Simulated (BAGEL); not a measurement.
**A workflow on singlet CH6AlOSi+**

We compute the energy (singlet CH6AlOSi+, HF/cc-pVDZ), then the energy (doublet CH6AlOSi, NEVPT2(3,3)/cc-pVDZ), then the energy (doublet CH6AlOSi, CASPT2(3,3)/cc-pVDZ) of CH6AlOSi. 

The results are computed with BAGEL 1.2.2.

## (1) The structure to begin with

CH6AlOSi+ has 10 atoms, charge +1, and is taken as a singlet. As SMILES of the parent species, `[CH3][Al][O][SiH3]`. The coordinates come from a PBE0-D4/def2-TZVP relaxation. This is one conformer, not always the lowest. That shape belongs to the parent species and isn't relaxed for this state.

Bond lengths: C1–Al2 1.967 Å, Al2–O3 1.696 Å, O3–Si4 1.625 Å, C1–H5 1.095 Å, C1–H6 1.095 Å, C1–H7 1.091 Å, Si4–H8 1.489 Å, Si4–H9 1.487 Å, Si4–H10 1.488 Å. Some angles: C1–Al2–O3 116.4°, Al2–O3–Si4 163.5°, Al2–C1–H5 108.9°, Al2–C1–H6 109.0°, Al2–C1–H7 113.2°, O3–Si4–H8 111.1°, O3–Si4–H9 110.0°, O3–Si4–H10 110.0°, H5–C1–H6 107.8°, H5–C1–H7 108.9°.

## (2) A single-point energy at HF/cc-pVDZ (density fitting with svp-jkfit) (run 1)

Contents of input.json:

```json
{ "bagel" : [

{
  "title" : "molecule",
  "basis" : "cc-pvdz.json",
  "df_basis" : "svp-jkfit",
  "angstrom" : false,
  "geometry" : [
    { "atom" : "C", "xyz" : [     0.46072279,     3.74503845,    -2.53490697 ] },
    { "atom" : "Al", "xyz" : [     2.05319499,     0.56803089,    -1.44774753 ] },
    { "atom" : "O", "xyz" : [     0.36699237,    -1.24856284,     0.58408600 ] },
    { "atom" : "Si", "xyz" : [    -0.54404459,    -3.51377754,     2.44527726 ] },
    { "atom" : "H", "xyz" : [    -1.32469045,     3.31040144,    -3.48562818 ] },
    { "atom" : "H", "xyz" : [     0.02796795,     4.88702073,    -0.86492765 ] },
    { "atom" : "H", "xyz" : [     1.64369134,     4.84901645,    -3.81141697 ] },
    { "atom" : "H", "xyz" : [     1.29787146,    -5.64009738,     2.42600205 ] },
    { "atom" : "H", "xyz" : [    -3.04434123,    -4.49341157,     1.61512057 ] },
    { "atom" : "H", "xyz" : [    -0.78044933,    -2.56059969,     5.07936650 ] }
  ]
},

{ "title" : "hf", "charge" : 1 },

{ "title" : "print", "file" : "orbitals.molden", "orbitals" : true }

]}
```

The basis set cc-pVDZ is read from a file made from the Basis Set Exchange's data (not shown).

Command:

```
$ BAGEL_NUM_THREADS=1 BAGEL input.json > input.out
```

Standard output:

```text
* using 1 threads per process

  ===============================================================
  ===============================================================

  *** Geometry ***

  { "atom" : "C", "xyz" : [      0.460723,      3.745038,     -2.534907 ] },
  { "atom" : "Al", "xyz" : [      2.053195,      0.568031,     -1.447748 ] },
  { "atom" : "O", "xyz" : [      0.366992,     -1.248563,      0.584086 ] },
  { "atom" : "Si", "xyz" : [     -0.544045,     -3.513778,      2.445277 ] },
  { "atom" : "H", "xyz" : [     -1.324690,      3.310401,     -3.485628 ] },
  { "atom" : "H", "xyz" : [      0.027968,      4.887021,     -0.864928 ] },
  { "atom" : "H", "xyz" : [      1.643691,      4.849016,     -3.811417 ] },
  { "atom" : "H", "xyz" : [      1.297871,     -5.640097,      2.426002 ] },
  { "atom" : "H", "xyz" : [     -3.044341,     -4.493412,      1.615121 ] },
  { "atom" : "H", "xyz" : [     -0.780449,     -2.560600,      5.079366 ] },

  Number of auxiliary basis functions:      516

  Since a DF basis is specified, we compute 2- and 3-index integrals:
    o Being stored without compression. Storage requirement is 0.036 GB

  Number of basis functions:       94
  Number of electrons      :       47

    * METHOD: MOLECULE                             0.24

  *** RHF ***

  === Nuclear Repulsion ===
   190.7827974590

      * DIIS with orbital gradients will be used.

  === RHF iteration (cc-pvdz.json) ===
      0       -646.61000574          0.01540314           0.07
      1       -646.74243995          0.01312268           0.07
      2       -646.87173016          0.00157858           0.07
      3       -646.87402274          0.00065021           0.07
      4       -646.87437275          0.00013015           0.07
      5       -646.87438940          0.00002634           0.07
      6       -646.87439056          0.00000926           0.07
      7       -646.87439069          0.00000303           0.07
      8       -646.87439071          0.00000122           0.07
      9       -646.87439071          0.00000029           0.07
     10       -646.87439071          0.00000013           0.07
     11       -646.87439071          0.00000004           0.07
     12       -646.87439071          0.00000001           0.07
     13       -646.87439071          0.00000000           0.07
    * SCF iteration converged.

    * Permanent dipole moment:
           (   -1.974554,    -1.414416,     1.938610) a.u.

    * METHOD: HF                                   1.15

    * METHOD: PRINT                                0.02

  ===============================================================
```

Run time: 1.6 s. Hardware: 1 thread of Arm Neoverse V2, shared host; peak memory 0.14 GiB.

## (3) Doublet neutral CH6AlOSi: the energy at NEVPT2(3,3)/cc-pVDZ (density fitting with svp-jkfit) (run 2)

Contents of calc.json:

```json
{ "bagel": [

{
  "title": "molecule",
  "basis": "cc-pvdz.json",
  "df_basis": "svp-jkfit",
  "geometry": [
    { "atom": "C", "xyz": [  0.46072279,  3.74503845, -2.53490697 ] },
    { "atom": "Al", "xyz": [  2.05319499,  0.56803089, -1.44774753 ] },
    { "atom": "O", "xyz": [  0.36699237, -1.24856284,  0.58408600 ] },
    { "atom": "Si", "xyz": [ -0.54404459, -3.51377754,  2.44527726 ] },
    { "atom": "H", "xyz": [ -1.32469045,  3.31040144, -3.48562818 ] },
    { "atom": "H", "xyz": [  0.02796795,  4.88702073, -0.86492765 ] },
    { "atom": "H", "xyz": [  1.64369134,  4.84901645, -3.81141697 ] },
    { "atom": "H", "xyz": [  1.29787146, -5.64009738,  2.42600205 ] },
    { "atom": "H", "xyz": [ -3.04434123, -4.49341157,  1.61512057 ] },
    { "atom": "H", "xyz": [ -0.78044933, -2.56059969,  5.07936650 ] }
  ]
},
{ "title": "hf", "charge": 1 },
{ "title": "casscf", "nstate": 1, "nact": 3, "nclosed": 22, "nspin": 1, "active": [14, 24, 33], "maxiter": 200, "natocc": true },
{
  "title": "nevpt2",
  "nstate": 1,
  "nact": 3,
  "nclosed": 22,
  "nspin": 1,
  "active": [14, 24, 33],
  "maxiter": 200,
  "natocc": true,
  "ncore": 12
},
{ "title": "print", "file": "orbitals.molden", "orbitals": true }

]}
```

The basis set cc-pVDZ is read from a file made from the Basis Set Exchange's data (not shown).

Command:

```
$ BAGEL_NUM_THREADS=1 BAGEL calc.json > calc.out
```

Standard output:

```text
* using 1 threads per process

  ===============================================================
  ===============================================================

  *** Geometry ***

  { "atom" : "C", "xyz" : [      0.460723,      3.745038,     -2.534907 ] },
  { "atom" : "Al", "xyz" : [      2.053195,      0.568031,     -1.447748 ] },
  { "atom" : "O", "xyz" : [      0.366992,     -1.248563,      0.584086 ] },
[... 6 lines of this table left out ...]
  { "atom" : "H", "xyz" : [     -0.780449,     -2.560600,      5.079366 ] },

  Number of auxiliary basis functions:      516

  Since a DF basis is specified, we compute 2- and 3-index integrals:
    o Being stored without compression. Storage requirement is 0.036 GB

[... 18 lines left out ...]
    * SCF iteration converged.
[... 1 line left out ...]
    * Permanent dipole moment:
[... 28 lines left out ...]
    * Second-order optimization converged. *
[... 13 lines left out ...]
     * ci vector, state   0, <S^2> = 0.7500
       2a.    -0.9957273644
       .a2    -0.0922669011

    * METHOD: CASSCF                               6.20

    * freezing 12 orbitals

  === DF-NEVPT2 calculation ===

    * 3-index integral transformation done
    * assembly done

      NEVPT2 correlation energy:   -0.4589365145      0.19

          (+0)     -0.3844780160
          (+0)'    -0.0163564999
          (+1)     -0.0102616634
          (+1)'    -0.0005260742
          (+2)     -0.0002067122
          (-1)     -0.0364949429
          (-1)'    -0.0006052184
          (-2)     -0.0100073875

      NEVPT2 total energy:       -647.6151986594

    * METHOD: NEVPT2                               0.34

    * METHOD: PRINT                                0.02

  ===============================================================
```

Wall time 8.1 s (1 thread of Arm Neoverse V2, shared host); peak memory 0.14 GiB.

## (4) Doublet neutral CH6AlOSi: the energy at CASPT2(3,3)/cc-pVDZ (density fitting with svp-jkfit) (run 3)

Changes to calc.json since step 3:

```diff
@@ -6,2 +6,3 @@
   "df_basis": "svp-jkfit",
+  "angstrom": false,
   "geometry": [
@@ -19,6 +20,8 @@
 },
-{ "title": "hf", "charge": 1 },
-{ "title": "casscf", "nstate": 1, "nact": 3, "nclosed": 22, "nspin": 1, "active": [14, 24, 33], "maxiter": 200, "natocc": true },
 {
-  "title": "nevpt2",
+  "title": "hf",
+  "charge": 1
+},
+{
+  "title": "casscf",
   "nstate": 1,
@@ -29,6 +32,19 @@
   "maxiter": 200,
-  "natocc": true,
+  "natocc": true
+},
+{
+  "title": "print",
+  "file": "orbitals.molden",
+  "orbitals": true
+},
+{
+  "title": "smith",
+  "method": "caspt2",
+  "ms": true,
+  "xms": true,
+  "sssr": true,
+  "shift": 0.2,
+  "shift_imag": true,
   "ncore": 12
-},
-{ "title": "print", "file": "orbitals.molden", "orbitals": true }
+}
```

The basis set cc-pVDZ is read from a file made from the Basis Set Exchange's data (not shown).

Command:

```
$ BAGEL_NUM_THREADS=1 BAGEL calc.json > calc.out
```

Standard output:

```text
* using 1 threads per process

  ===============================================================
  ===============================================================

  *** Geometry ***

  { "atom" : "C", "xyz" : [      0.460723,      3.745038,     -2.534907 ] },
  { "atom" : "Al", "xyz" : [      2.053195,      0.568031,     -1.447748 ] },
  { "atom" : "O", "xyz" : [      0.366992,     -1.248563,      0.584086 ] },
[... 6 lines of this table left out ...]
  { "atom" : "H", "xyz" : [     -0.780449,     -2.560600,      5.079366 ] },

  Number of auxiliary basis functions:      516

  Since a DF basis is specified, we compute 2- and 3-index integrals:
    o Being stored without compression. Storage requirement is 0.036 GB

[... 18 lines left out ...]
    * SCF iteration converged.
[... 1 line left out ...]
    * Permanent dipole moment:
[... 28 lines left out ...]
    * Second-order optimization converged. *
[... 13 lines left out ...]
     * ci vector, state   0, <S^2> = 0.7500
[... 16 lines left out ...]
    * Zeroth order energy : state  0       -1.2979115582
[... 4 lines left out ...]
       #      aibj      arbs      arbi      airj      risj      airs      arst      rist         Etot      error   time
[... 2 lines left out ...]
       0  -0.38350  -0.01207  -0.03834  -0.01146  -0.00030  -0.01471  -0.00059  -0.00050   -0.4614651  0.0016486   0.08
       1  -0.38374  -0.01216  -0.03849  -0.01160  -0.00033  -0.01516  -0.00062  -0.00053   -0.4626188  0.0003229   0.07
       2  -0.38376  -0.01217  -0.03848  -0.01161  -0.00033  -0.01518  -0.00062  -0.00054   -0.4626718  0.0000709   0.07
       3  -0.38376  -0.01217  -0.03849  -0.01160  -0.00033  -0.01518  -0.00062  -0.00054   -0.4626739  0.0000164   0.07
       4  -0.38376  -0.01217  -0.03849  -0.01160  -0.00033  -0.01518  -0.00062  -0.00054   -0.4626740  0.0000037   0.07
       5  -0.38376  -0.01217  -0.03849  -0.01160  -0.00033  -0.01518  -0.00062  -0.00054   -0.4626740  0.0000008   0.08

      ------------------------------------------------------------------------------------------------------------------

    * CASPT2 energy : state  0     -647.6216600272
        w/o shift correction       -647.6189361556
        reference weight              0.8617877404

    * METHOD: SMITH                                0.68

  ===============================================================
```

It took 8.7 s on 1 thread of Arm Neoverse V2, shared host; peak memory 0.21 GiB.

## (5) Outcome

| quantity | value |
| --- | --- |
| run 1, HF/cc-pVDZ: total energy | -646.87439 Eh |
| run 1, HF/cc-pVDZ: HOMO energy | -15.96 eV |
| run 1, HF/cc-pVDZ: LUMO energy | -6.51 eV |
| run 1, HF/cc-pVDZ: HOMO–LUMO gap | 9.44 eV |
| doublet neutral CH6AlOSi, run 2: total energy | -647.61520 Eh |
| doublet neutral CH6AlOSi, run 3: total energy | -647.62166 Eh |
